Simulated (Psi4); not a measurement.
**One shape, several levels: GeH2 (SMILES [GeH2])**

We compute a comparison of 4 runs (HF/STO-3G, B3LYP/6-31G*, TPSSh/def2-TZVPPD) of GeH2. 

The calculation is run with Psi4 1.11.

## (1) The structure to begin with

The species is GeH2 (3 atoms), meant as a singlet with charge 0. As SMILES, `[GeH2]`. The Ge1–H3 distance was set to 1.834 Å, away from the relaxed value.

Bond lengths: Ge1–H2 1.595 Å. A long bond or contact: Ge1–H3 1.834 Å.

## (2) The energy at HF/STO-3G (run 1)

geh2.xyz

```xyz
3
GeH2
Ge    -0.623680     0.638169    -0.266460
H      0.729420     0.976669     0.506240
H     -0.212900    -1.148700    -0.245300
```

run.py

```python
import psi4

psi4.set_memory(1600000000)
psi4.set_num_threads(1)
psi4.set_output_file('run.log', False)

with open('geh2.xyz') as f:
    atoms = ''.join(f.readlines()[2:])
m = psi4.geometry('0 1\n' + atoms + 'symmetry c1')

psi4.set_options({
    'basis': 'STO-3G',
    'puream': True,
    'e_convergence': 1e-09,
    'd_convergence': 1e-08,
    'scf_type': 'pk',
})

e_tot = psi4.energy('scf')
print(f'scf energy: {e_tot:.10f} Eh')
```

On the command line:

```console
$ python run.py
```

run.log:

```text
[...]
  Running in c1 symmetry.
[...]
  Nuclear repulsion =   20.071631196436307
[...]
  Multiplicity = 1
[...]
  Nalpha       = 17
  Nbeta        = 17
[...]
    Number of basis functions: 20
[...]
   @RHF iter   1: -2052.53424601627466   -3.14094e+00   2.70166e-02 DIIS/ADIIS
[...]
   @RHF iter  10: -2052.78984481514954    2.72848e-12   5.10302e-09 DIIS
[...]
    Orbital Energies [Eh]
    ---------------------
    Doubly Occupied:
       1A   -400.458557     2A    -50.305825     3A    -45.370127
       4A    -45.368182     5A    -45.367412     6A     -6.413133
       7A     -4.458573     8A     -4.450312     9A     -4.446359
      10A     -0.596472    11A     -0.592988    12A     -0.588764
      13A     -0.582782    14A     -0.579621    15A     -0.560883
      16A     -0.334143    17A     -0.231092
[...]
  @RHF Final Energy: -2052.78984481514954
   => Energetics <=
    Nuclear Repulsion Energy =             20.0716311964363072
    One-Electron Energy =               -2924.3124998581993168
    Two-Electron Energy =                 851.4510238466134524
    Total Energy =                      -2052.7898448151499906
[...]
 Multipole Moments:
 ------------------------------------------------------------------------------------
     Multipole            Electronic (a.u.)      Nuclear  (a.u.)        Total (a.u.)
 ------------------------------------------------------------------------------------
 L = 1.  Multiply by 2.5417464519 to convert [e a0] to [Debye]
 Dipole X            :         -1.9199611            2.0003094            0.0803483
 Dipole Y            :          1.6212414           -1.5093373            0.1119041
 Dipole Z            :          0.0000000           -0.0000000            0.0000000
 Magnitude           :                                                    0.1377620
[...]
```

On the terminal:

```text
scf energy: -2052.7898448151 Eh
```

Run time: 1.2 s. Hardware: 1 thread of Intel Xeon 6975P-C (Granite Rapids), shared host; peak memory 0.19 GiB.

## (3) Energy and gradient at B3LYP/6-31G(d) (spherical functions) (run 2)

geh2.json

```json
{
  "schema_name": "qcschema_input",
  "schema_version": 1,
  "molecule": {
    "schema_name": "qcschema_molecule",
    "schema_version": 2,
    "symbols": ["Ge", "H", "H"],
    "geometry": [-1.17858439, 1.20596463, -0.50353642, 1.37840403, 1.84563692, 0.95665495, -0.40232269, -2.1707284, -0.46354982],
    "molecular_charge": 0,
    "molecular_multiplicity": 1,
    "fix_symmetry": "c1"
  },
  "driver": "gradient",
  "model": {
    "method": "b3lyp",
    "basis": "6-31G*"
  },
  "keywords": {
    "puream": true,
    "e_convergence": 1e-09,
    "d_convergence": 1e-08,
    "scf_type": "pk",
    "dft_radial_points": 99,
    "dft_spherical_points": 590,
    "scf_properties": ["QUADRUPOLE", "MAYER_INDICES", "DIPOLE"]
  }
}
```

On the command line:

```console
$ psi4 --qcschema geh2.json -n 1 --memory 1600MB
```

stdout:

```text
[...]
  Running in c1 symmetry.
[...]
  Nuclear repulsion =   20.071631216822560
[...]
  Multiplicity = 1
[...]
  Nalpha       = 17
  Nbeta        = 17
[...]
    Number of basis functions: 36
[...]
   @RKS iter   1: -2076.56199274063010   -2.31304e+00   7.30120e-02 DIIS/ADIIS
[...]
   @RKS iter  10: -2077.90078824889906   -1.22782e-11   6.75363e-09 DIIS
[...]
    Orbital Energies [Eh]
    ---------------------
    Doubly Occupied:
       1A   -398.750031     2A    -49.826375     3A    -44.352289
       4A    -44.349173     5A    -44.348276     6A     -6.253267
       7A     -4.431019     8A     -4.420026     9A     -4.417120
      10A     -1.231417    11A     -1.228582    12A     -1.226180
      13A     -1.218783    14A     -1.216988    15A     -0.511357
      16A     -0.303412    17A     -0.249390
[...]
  @RKS Final Energy: -2077.90078824889906
   => Energetics <=
    Nuclear Repulsion Energy =             20.0716312168225599
    One-Electron Energy =               -2934.2300953342764842
    Two-Electron Energy =                 900.3642808263913366
    DFT Exchange-Correlation Energy =     -64.1066049578365522
    Empirical Dispersion Energy =           0.0000000000000000
    VV10 Nonlocal Energy =                  0.0000000000000000
    Total Energy =                      -2077.9007882488995165
[...]
 Multipole Moments:
 ------------------------------------------------------------------------------------
     Multipole            Electronic (a.u.)      Nuclear  (a.u.)        Total (a.u.)
 ------------------------------------------------------------------------------------
 L = 1.  Multiply by 2.5417464519 to convert [e a0] to [Debye]
 Dipole X            :         -2.0079525            2.0003094           -0.0076431
 Dipole Y            :          1.7551149           -1.5093373            0.2457776
 Dipole Z            :         -0.0000000            0.0000000           -0.0000000
 Magnitude           :                                                    0.2458964
 L = 2.  Multiply by 1.3450342976 to convert [e a0^2] to [Debye ang]
 Quadrupole XX       :        -24.8724741            8.8850354          -15.9874387
 Quadrupole XY       :          0.9271955           -0.2813073            0.6458882
[...]
  -Total Gradient:
     Atom            X                  Y                   Z
    ------   -----------------  -----------------  -----------------
       1       -0.002240444116     0.035669765229    -0.000000000000
       2       -0.004337507255    -0.000041360453     0.000000000000
       3        0.006577894802    -0.035628230950    -0.000000000000
[...]
```

The result, in JSON:

```text
{
 "driver": "gradient",
 "model": {
  "method": "b3lyp",
  "basis": "6-31G*"
 },
 "success": true,
 "return_result": [-0.0022404441162028194, 0.03566976522885199, -4.653257830669004e-13, -0.004337507254610615, -4.136045270645983e-05, 1.15637308953585e-14, 0.006577894802072486, -0.03562823095030781, -4.4209136934107454e-15],
 "properties": {
  "calcinfo_nbasis": 36,
  "calcinfo_nmo": 36,
  "calcinfo_nalpha": 17,
  "calcinfo_nbeta": 17,
  "calcinfo_natom": 3,
  "nuclear_repulsion_energy": 20.07163121682256,
  "return_energy": -2077.900788248899,
  "return_gradient": [-0.0022404441162028194, 0.03566976522885199, -4.653257830669004e-13, -0.004337507254610615, -4.136045270645983e-05, 1.15637308953585e-14, 0.006577894802072486, -0.03562823095030781, -4.4209136934107454e-15],
  "scf_one_electron_energy": -2934.2300953342765,
  "scf_two_electron_energy": 900.3642808263913,
  "scf_xc_energy": -64.10660495783655,
  "scf_dipole_moment": [-0.007643122501382216, 0.24577758558331886, -2.289704091654381e-13],
  "scf_total_energy": -2077.900788248899,
  "scf_total_gradient": [-0.0022404441162028194, 0.03566976522885199, -4.653257830669004e-13, -0.004337507254610615, -4.136045270645983e-05, 1.15637308953585e-14, 0.006577894802072486, -0.03562823095030781, -4.4209136934107454e-15],
  "scf_iterations": 10
 }
}
```

It took 3.9 s on 1 thread of Intel Xeon 6975P-C (Granite Rapids), shared host; peak memory 0.36 GiB.

Run 3 isn't shown in full; the table further down has it.

## (4) Energy and gradient at TPSSh/def2-TZVPPD (run 4)

geh2.xyz is that of step 2.

calc.py

```python
import psi4

psi4.set_memory('1600 MB')
psi4.set_num_threads(1)
psi4.set_output_file('geh2.out', False)

with open('geh2.xyz') as f:
    atoms = ''.join(f.readlines()[2:])
mol = psi4.geometry('0 1\n' + atoms + 'symmetry c1')

options = {'basis': 'def2-TZVPPD', 'puream': True, 'e_convergence': 1e-09, 'd_convergence': 1e-08, 'scf_type': 'pk', 'dft_radial_points': 99, 'dft_spherical_points': 590}
psi4.set_options(options)

e_tot, wfn = psi4.gradient("tpssh", return_wfn=True)
psi4.oeprop(wfn, "MAYER_INDICES", "MULLIKEN_CHARGES", "WIBERG_LOWDIN_INDICES", title="TPSSH")
print('gradient / Eh bohr^-1')
print(e_tot.np.round(6))
print(f'energy = {wfn.energy():.10f} Eh')
```

On the command line:

```console
$ python calc.py
```

geh2.out:

```text
[...]
  Running in c1 symmetry.
[...]
  Nuclear repulsion =   20.071631196436307
[...]
  Multiplicity = 1
[...]
  Nalpha       = 17
  Nbeta        = 17
[...]
    Number of basis functions: 88
[...]
   @RKS iter   1: -2076.51918397284817   -1.82614e+00   3.52650e-02 ADIIS/DIIS
[...]
   @RKS iter  11: -2078.10008382987189   -1.36424e-11   5.65807e-09 DIIS
[...]
    Orbital Energies [Eh]
    ---------------------
    Doubly Occupied:
       1A   -398.486336     2A    -49.598630     3A    -44.093523
       4A    -44.089664     5A    -44.088478     6A     -6.164303
       7A     -4.339079     8A     -4.326571     9A     -4.323137
      10A     -1.170214    11A     -1.167337    12A     -1.164604
      13A     -1.155721    14A     -1.154365    15A     -0.491307
      16A     -0.292438    17A     -0.239331
[...]
  @RKS Final Energy: -2078.10008382987189
   => Energetics <=
    Nuclear Repulsion Energy =             20.0716311964363072
    One-Electron Energy =               -2934.9832046412147974
    Two-Electron Energy =                 908.6495805667150307
    DFT Exchange-Correlation Energy =     -71.8380909518084252
    Empirical Dispersion Energy =           0.0000000000000000
    VV10 Nonlocal Energy =                  0.0000000000000000
    Total Energy =                      -2078.1000838298718918
[...]
 Multipole Moments:
 ------------------------------------------------------------------------------------
     Multipole            Electronic (a.u.)      Nuclear  (a.u.)        Total (a.u.)
 ------------------------------------------------------------------------------------
 L = 1.  Multiply by 2.5417464519 to convert [e a0] to [Debye]
 Dipole X            :         -2.1080409            2.0003094           -0.1077316
 Dipole Y            :          1.8142077           -1.5093373            0.3048704
 Dipole Z            :         -0.0000000           -0.0000000           -0.0000000
 Magnitude           :                                                    0.3233451
[...]
  -Total Gradient:
     Atom            X                  Y                   Z
    ------   -----------------  -----------------  -----------------
       1       -0.007361240412     0.037314552376     0.000000000001
       2        0.000083990852     0.000679005068     0.000000000000
       3        0.007279489491    -0.037995125127    -0.000000000000
[...]
  Mulliken Charges: (a.u.)
   Center  Symbol    Alpha    Beta     Spin     Total
       1    GE    15.96035 15.96035  0.00000  0.07931
       2     H     0.50937  0.50937  0.00000 -0.01874
       3     H     0.53028  0.53028  0.00000 -0.06057
   Total alpha = 17.00000, Total beta = 17.00000, Total charge = -0.00000
  Mayer Bond Indices:
[...]
```

The script printed:

```text
gradient / Eh bohr^-1
[[-7.3610e-03  3.7315e-02  0.0000e+00]
 [ 8.4000e-05  6.7900e-04  0.0000e+00]
 [ 7.2790e-03 -3.7995e-02 -0.0000e+00]]
energy = -2078.1000838299 Eh
```

It took 15 s on 1 thread of Intel Xeon 6975P-C (Granite Rapids), shared host; peak memory 0.84 GiB.

## (5) Overview of the runs

```tsv
run	level	task	integration grid	energy (Eh)	dipole moment (D)	HOMO energy (eV)	LUMO energy (eV)	wall time
1	HF/STO-3G	energy	–	-2052.789845	0.35	-6.29	4.63	1.2 s
2	B3LYP/6-31G* (spherical functions)	gradient	99 radial × 590 angular	-2077.900788	0.63	-6.79	-3.36	3.9 s
3	B3LYP/6-31G* (Cartesian functions)	energy	99 radial × 590 angular	-2077.906142	0.63	-6.79	-3.35	3.3 s
4	TPSSh/def2-TZVPPD	gradient	99 radial × 590 angular	-2078.100084	0.82	-6.51	-3.54	15 s
```

## (6) Summary of results

```
                       quantity           value
            run 4: total energy  -2078.10008 Eh
           run 4: dipole moment          0.82 D
             run 4: HOMO energy        -6.51 eV
             run 4: LUMO energy        -3.54 eV
           run 4: HOMO–LUMO gap         2.97 eV
run 4: largest force on an atom      1.989 eV/Å
```

What this shows: The dipole moment (its size) runs from 0.35 D (HF/STO-3G) to 0.82 D (TPSSh/def2-TZVPPD). The two ends differ in method and basis. The HOMO–LUMO gap runs from 2.97 eV (TPSSh/def2-TZVPPD) to 10.92 eV (HF/STO-3G). Totals of different functionals can't be ranked against each other. In run 1 the basis is minimal, so the values are rough. All runs together took 23 s, the longest 15 s.
